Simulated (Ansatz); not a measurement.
# Lithium, hcp: r²SCAN0 at the r²SCAN geometry

How do the levels change when part of the exchange is made exact, and what does it cost? Spin polarisation is left out. The geometry was relaxed under r²SCAN beforehand and is kept. Exact exchange is dear, so the k-mesh is coarse, and r²SCAN is run on the same mesh for comparison.

Method: DFT, plane waves (500 eV) with PBE-made PAW files, scalar-relativistic; functionals as named at each step, in Ansatz 0.2.0.

### Step 1. The structure to begin with

Symmetry: P6_3/mmc, No. 194, hexagonal system. The conventional cell has a = 3.098 Å, b = 3.098 Å, c = 5.053 Å, α = 90.00°, β = 90.00°, γ = 120.00°. Li (site symmetry -6m2) is surrounded by 12 Li at 3.10 Å.

Structure file:

```cif
data_structure
_symmetry_space_group_name_H-M 'P6_3/mmc'
_symmetry_Int_Tables_number 194
_cell_length_a 3.0981
_cell_length_b 3.0981
_cell_length_c 5.0530
_cell_angle_alpha 90.000
_cell_angle_beta 90.000
_cell_angle_gamma 120.000
_cell_volume 42.00
loop_
_atom_site_label
_atom_site_type_symbol
_atom_site_symmetry_multiplicity
_atom_site_Wyckoff_symbol
_atom_site_fract_x
_atom_site_fract_y
_atom_site_fract_z
_atom_site_occupancy
Li1 Li 2 c 0.33333 0.66667 0.25000 1
```

### Step 2. r²SCAN, coarse mesh

The run with r²SCAN.

File input.yaml:

```yaml
crystal:
  lattice:
    - [3.0980832954, 0.0, 0.0]
    - [-1.5490416477, 2.6830188369, 0.0]
    - [0.0, 0.0, 5.0530177159]
  atoms:
    - { symbol: Li, position: [0.3333333333, 0.6666666667, 0.25] }
    - { symbol: Li, position: [0.6666666667, 0.3333333333, 0.75] }
hamiltonian:
  xc: r2scan
  pseudopotentials:
    kind: paw
    azcp:
      Li: "pseudopotentials/Li.paw.azcp"
basis:
  ecutwfc: 500
  fft_grid_basis: typed
kpoints:
  mp_grid: { grid: [6, 6, 3], shift: [0, 0, 0] }
magnetization:
  spin_polarized: false
scf:
  occupations: { method: fermi_dirac, width: 0.1 }
```

Command:

```console
$ ansatz run input.yaml --threads 4 --pin off --max-ram 8192MiB --backend cpu --events-out ev --progress --plain --runs-dir out
```

The program printed (excerpt; [...] marks lines left out):

```text
Warning: RAYON_NUM_THREADS=4 ignored (pool sized by the plan → 4); use --threads N
[...]
Pseudopotentials: kind: paw
Pseudopotential: Li, paw, valence charge 3, recommended cutoff 500 eV (meta_gga), <dir>
Functional definition: r2SCAN
[...]
Crystal: 2 atoms, lattice volume = 42.002 Å³
Basis set: ecut = 500 eV, 1099 PW (Γ), exchange–correlation on 96×96×160 points (64 copies of the dense FFT grid, shifted against one another)
Bands: 7, of which v1, the nominal top of the filled ones, is band 3 counted from 1 (2 counted from 0)
Symmetry: 24 space group operations
Space group: P63/mmc (ITA 194), of the structure as read, at distance tolerance 3.5e-5 Å
k-points: 14 of 108
[...]
SCF iter   1: F=—  HF=-410.236739 eV  |F-HF|=—  |Δ(HF+E_count)|=         —  Δρ=2.25e-3  dr2=7.84e-4  dr2_τ=6.43e-4  ethr=1.77e-3  ⟨swp⟩=4.3  Hψ=682  notcnv=0
[...]
SCF iter   6: F=-410.235916 eV  HF=-410.235916 eV  |F-HF|=2.73e-12  |Δ(HF+E_count)|=   5.59e-9  Δρ=3.26e-7  dr2=5.65e-11  dr2_τ=1.64e-12  ethr=1.94e-11  ⟨swp⟩=1.0  Hψ=281  notcnv=0
[...]
SCF converged after 6 iterations
Free energy (F): -410.235916 eV
[...]
E sigma→0 (E₀):  -410.209854 eV
Entropy (-TS):   -0.052124 eV (-26.062 meV/atom)
Fermi energy:    0.921014 eV
[...]
```

Wall time 0.74 s (4 threads of Arm Neoverse N1, shared host); peak memory 0.31 GiB.

### Step 3. r²SCAN0, coarse mesh

The run with r²SCAN0.

Changes to input.yaml since step 2:

```diff
@@ -9,3 +9,3 @@
 hamiltonian:
-  xc: r2scan
+  xc: r2scan0
   pseudopotentials:
```

Command:

```console
$ ansatz run input.yaml --threads 4 --pin off --max-ram 8192MiB --backend cpu --events-out ev --progress --plain --runs-dir out
```

The program printed (excerpt; [...] marks lines left out):

```text
Warning: RAYON_NUM_THREADS=4 ignored (pool sized by the plan → 4); use --threads N
[...]
[... 2 set-up lines as earlier in the session ...]
Functional definition: r2SCAN0
[...]
Crystal: 2 atoms, lattice volume = 42.002 Å³
Basis set: ecut = 500 eV, 1099 PW (Γ), exchange–correlation on 96×96×160 points (64 copies of the dense FFT grid, shifted against one another)
Bands: 7, of which v1, the nominal top of the filled ones, is band 3 counted from 1 (2 counted from 0)
[... 2 set-up lines as earlier in the session ...]
k-points: 14 of 108
[...]
SCF iter   1: F=—  HF=-410.236644 eV  |F-HF|=—  |Δ(HF+E_count)|=         —  Δρ=2.25e-3  dr2=7.81e-4  dr2_τ=6.44e-4  ethr=1.77e-3  ⟨swp⟩=8.2  Hψ=547  notcnv=0
[...]
Frozen-core exchange: fock
[...]
hybrid outer 2: dexx = +1.467e-7 eV, tail = 5.42e-9 eV, Δε = 6.04e-3 eV (about 3.95e-4 eV left of the loop's levels)
hybrid SCF converged: 2 outer / 8 inner (+6 warm-up), last move |dexx| = 1.47e-7 eV, tail = 5.42e-9 eV
Stability not checked: this state was not tested for a lower state beside it, because the functional holds exact exchange (a hybrid, or Hartree-Fock), whose exchange loop this test does not read (fock_operator; see scf.lower_state_search)
Free energy (F): -410.114356 eV
Frozen-core exchange: fock
[...]
E sigma→0 (E₀):  -410.097327 eV
Entropy (-TS):   -0.034059 eV (-17.029 meV/atom)
Fermi energy:    0.951630 eV
[...]
--- Band table (eV; the first three rows and the last of 14) ---
  k-point 0: bands = ["-50.8592", "-50.8423", "-3.9568", "1.3445", "4.4181"]
[...]
  guard bands above this table: 2 of the run's 7 bands. The solve was not asked for them (output.publish_guard_bands: true or output.eigenvalues: true publishes all)
```

It took 4.8 s on 4 threads of Arm Neoverse N1, shared host; peak memory 0.71 GiB.

### Step 4. Side by side

| functional | gap on the mesh | Fermi energy (eV) | SCF cycles | exchange loops | CPU time |
| --- | --- | --- | --- | --- | --- |
| r²SCAN | none (levels filled in part) | 0.921 | 6 | - | 1.9 s |
| r²SCAN0 | none (levels filled in part) | 0.952 | 14 | 2 | 15 s |

### Step 5. What came out

```
                             quantity                         value
                          r²SCAN: gap  none (levels filled in part)
                         r²SCAN0: gap  none (levels filled in part)
  r²SCAN0: SCF cycles, exchange loops                         14, 2
r²SCAN0: CPU time over that of r²SCAN                           7.8
             r²SCAN0: relative to bcc                   +9 meV/atom
```

**Reading.** Neither r²SCAN nor r²SCAN0 shows a clean gap on this mesh. r²SCAN0 cost 7.8 times the CPU time of r²SCAN. r²SCAN0 needed 2 outer loops of the exchange operator. To compare with dense-mesh energies, the change of r²SCAN from this mesh and smearing to its dense run (-30.2 meV/atom, from a run not shown) is added. Under r²SCAN0 it lies 9 meV/atom above bcc (computed apart in the same way); on such meshes a few tens of meV are uncertain for metals. The total energies in the logs cannot be compared from one functional to another.
